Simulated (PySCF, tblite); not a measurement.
**6-methyl-1-heptene: geometry, infrared bands and NMR shifts**

What infrared bands and NMR shifts should 6-methyl-1-heptene (`C=CCCCC(C)C`) show?

Programs: tblite 0.8.0 and PySCF 2.14.0, with density-fitted response routines of our own. Each step states its level of theory. These are calculated values for one molecule in the gas phase, unless marked as measured. Atoms are numbered from 0 throughout.

### Step 1. The starting structure

24 atoms, charge 0, multiplicity 1; geometry from: force field or distance geometry start.

Bonds of the start (Å): C0–C1 1.34, C1–C2 1.49, C2–C3 1.53, C3–C4 1.53, C4–C5 1.54, C5–C6 1.53, C5–C7 1.53, C0–H8 1.08, C0–H9 1.09, C1–H10 1.10, C2–H11 1.09, C2–H12 1.10, C3–H13 1.09, C3–H14 1.11, C4–H15 1.09, C4–H16 1.10, C5–H17 1.10, C6–H18 1.09, C6–H19 1.09, C6–H20 1.10, C7–H21 1.09, C7–H22 1.09, C7–H23 1.11.

### Step 2. Optimising the geometry with GFN2-xTB

What the job is given:

```
{"job": {"kind": "relax", "xc": "GFN2-xTB", "basis": "xTB"}, "charge": 0, "multiplicity": 1}
C      3.884900     1.514300    -0.185400
C      3.147400     0.449400     0.150300
C      1.982700    -0.065000    -0.617400
C      0.690000    -0.003800     0.205100
C     -0.509000    -0.537900    -0.576000
C     -1.808200    -0.628500     0.241800
C     -2.901100    -1.295300    -0.587800
C     -2.279300     0.744900     0.733200
H      4.727300     1.829600     0.419400
H      3.640500     2.101700    -1.064300
H      3.424200    -0.113900     1.051900
H      2.175100    -1.097400    -0.924700
H      1.833300     0.523300    -1.529700
H      0.512100     1.021600     0.526900
H      0.813000    -0.602600     1.125800
H     -0.266100    -1.533900    -0.955200
H     -0.670500     0.108400    -1.455700
H     -1.616300    -1.262300     1.123800
H     -3.138900    -0.709700    -1.473100
H     -2.586800    -2.297000    -0.898900
H     -3.823500    -1.401100     0.006700
H     -1.575900     1.191200     1.431000
H     -2.417000     1.440100    -0.096000
H     -3.249600     0.643600     1.252800
```

On the command line:

```
> OMP_NUM_THREADS=1 python probes_run.py task.json out
```

This one command runs all jobs of the session in turn.

**Question.** This job is followed by: GFN2-xTB harmonic vibrations, gas phase; GIAO PBE0/pcSseg-1 NMR shielding, non-relativistic, gas phase. What will the session give for the following? strongest single infrared mode (GFN2-xTB); zero-point energy (GFN2-xTB); ¹³C shifts against TMS (PBE0/pcSseg-1, means over atoms taken as alike); ¹H shifts against TMS (PBE0/pcSseg-1, means over atoms taken as alike); surface potential, 1st and 99th percentile.

As calculated:

```
                                                               quantity                                               value
                              strongest single infrared mode (GFN2-xTB)                                3030 cm⁻¹, 98 km/mol
                                           zero-point energy (GFN2-xTB)                                      137.5 kcal/mol
¹³C shifts against TMS (PBE0/pcSseg-1, means over atoms taken as alike)      149.0, 120.1, 44.4, 42.4, 34.5, 33.3, 25.1 ppm
 ¹H shifts against TMS (PBE0/pcSseg-1, means over atoms taken as alike)  6.22, 5.37, 5.20, 2.06, 1.38, 1.31, 1.13, 0.97 ppm
                                  surface potential, 1st and 99th percentile                                  -0.72 V and 0.59 V
```

In words: Over 22 steps the energy fell by 0.045 eV; of the close pairs, C0–C1 changed most, 1.338 to 1.319 Å. No mode is imaginary among the 66: a minimum at this level. GFN2-xTB is a fitted tight-binding method: band positions and strengths are rough. Its intensities can rank the bands wrongly. C1 (alkene CH) lies farthest downfield among carbon, at 149.0 ppm; an sp2 carbon of a C=C bond. The most deshielded hydrogen is H10 (hydrogen on an alkene CH), at 6.22 ppm: olefinic region. At PBE0/pcSseg-1: The widest tensor belongs to C1: span 242 ppm, with a paramagnetic part of -217 ppm.
